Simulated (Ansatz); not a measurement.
# C3H5B: taking an electron away

An exercise on one series of results from a longer session: the logs are not shown, and one member is left open.

The runs use Ansatz 0.2.0, Gaussian basis; unrestricted cation, the program's frozen cores in correlated methods.

The runs, in order: UKS PBE-D4/def2-TZVPP; UKS r2SCAN-D4/def2-TZVPP; UKS PBE0-D4/def2-TZVPP; UKS B3LYP-D4/def2-TZVPP; UKS wB97X-V/def2-TZVPP; UKS wB97M-V/def2-TZVPP; UKS B2PLYP/def2-TZVPP; UHF-CCSD(T)/def2-TZVPP; UHF-MP2/def2-QZVPP; extrapolation to the limit; then −ε(HOMO) from the neutral's earlier runs with LDA (SPW92), PBE-D4, revPBE-D4, BLYP-D4, r2SCAN-D4, B97M-V, PBE0-D4, B3LYP-D4, r2SCANh-D4, r2SCAN0-D4, HSE06-D4, BHLYP-D4, CAM-B3LYP-D4, LC-ωPBE, ωB97X-V, ωB97M-V.

**The relaxed structure**

All runs share one geometry, relaxed beforehand with PBE0-D4 in a triple-zeta def2 set.

SMILES `BCC#C`, 9 atoms, charge 0, spin multiplicity 1.

Atoms are counted from 1 here; the program's logs count them from 0.

Bond lengths: B1–C2 1.562 Å, B1–H5 1.197 Å, B1–H6 1.194 Å, C2–C3 1.448 Å, C2–H7 1.101 Å, C2–H8 1.101 Å, C3–C4 1.201 Å, C4–H9 1.064 Å. Angles: C2–B1–H5 117.7°, C2–B1–H6 122.4°, H5–B1–H6 119.9°, B1–C2–C3 118.0°, B1–C2–H7 106.7°, B1–C2–H8 106.9°, C3–C2–H7 110.5°, C3–C2–H8 110.6°, H7–C2–H8 102.9°, C2–C3–C4 179.0°, C3–C4–H9 179.9°.

Set-up of the first run:

in.yaml reads:

```yaml
crystal:
  periodic: [false, false, false]
  atoms:
    - {symbol: B, position_ang: [-0.396789, 0.893414, -1.155045]}
    - {symbol: C, position_ang: [0.306778, -0.329879, -0.485412]}
    - {symbol: C, position_ang: [0.173479, -0.490161, 0.947704]}
    - {symbol: C, position_ang: [0.051673, -0.606489, 2.136333]}
    - {symbol: H, position_ang: [-0.286199, 1.018212, -2.340233]}
    - {symbol: H, position_ang: [-1.026591, 1.690554, -0.528477]}
    - {symbol: H, position_ang: [1.369212, -0.280574, -0.771511]}
    - {symbol: H, position_ang: [-0.047876, -1.230691, -1.010095]}
    - {symbol: H, position_ang: [-0.055186, -0.710684, 3.189739]}
basis:
  gaussian: {orbitals: def2-TZVPP}
total_charge: 1
magnetization: {spin_polarized: true, initial_magnetization: 1}
hamiltonian: {xc: pbe, dispersion: d4}
```

Started as:

```
$ ansatz run in.yaml --threads 2 --pin off --events-out ev --progress --plain --max-ram 4352MiB
```

Steps of the session up to this table: Cation, UKS PBE-D4/def2-TZVPP; Cation, UKS r2SCAN-D4/def2-TZVPP; Cation, UKS PBE0-D4/def2-TZVPP; Cation, UKS B3LYP-D4/def2-TZVPP; Cation, UKS wB97X-V/def2-TZVPP; Cation, UKS wB97M-V/def2-TZVPP; Cation, UKS B2PLYP (frozen core)/def2-TZVPP; Cation, UHF-CCSD(T)/def2-TZVPP; Cation, UHF-MP2/def2-QZVPP.

One of the session's tables, all rows but one given; the rest of the session is left out.

It belongs to the step «Ionisation energies side by side». For comparison, −ε(HOMO) of the neutral from earlier runs:

| functional | −ε(HOMO) (eV) |
| --- | --- |
| LDA (SPW92) | 6.52 |
| PBE-D4 | 6.35 |
| revPBE-D4 | 6.29 |
| BLYP-D4 | 6.20 |
| r2SCAN-D4 | 6.55 |
| B97M-V | ? |
| PBE0-D4 | 7.56 |
| B3LYP-D4 | 7.33 |
| r2SCANh-D4 | 7.01 |
| r2SCAN0-D4 | 7.70 |
| HSE06-D4 | 7.16 |
| BHLYP-D4 | 8.63 |
| CAM-B3LYP-D4 | 8.93 |
| LC-ωPBE | 10.35 |
| ωB97X-V | 9.94 |
| ωB97M-V | 9.82 |

Estimate the missing values for B97M-V.

As computed: −ε(HOMO) (eV): 6.57. In the column «−ε(HOMO) (eV)» it lies between r2SCAN-D4 (6.55) and r2SCANh-D4 (7.01).
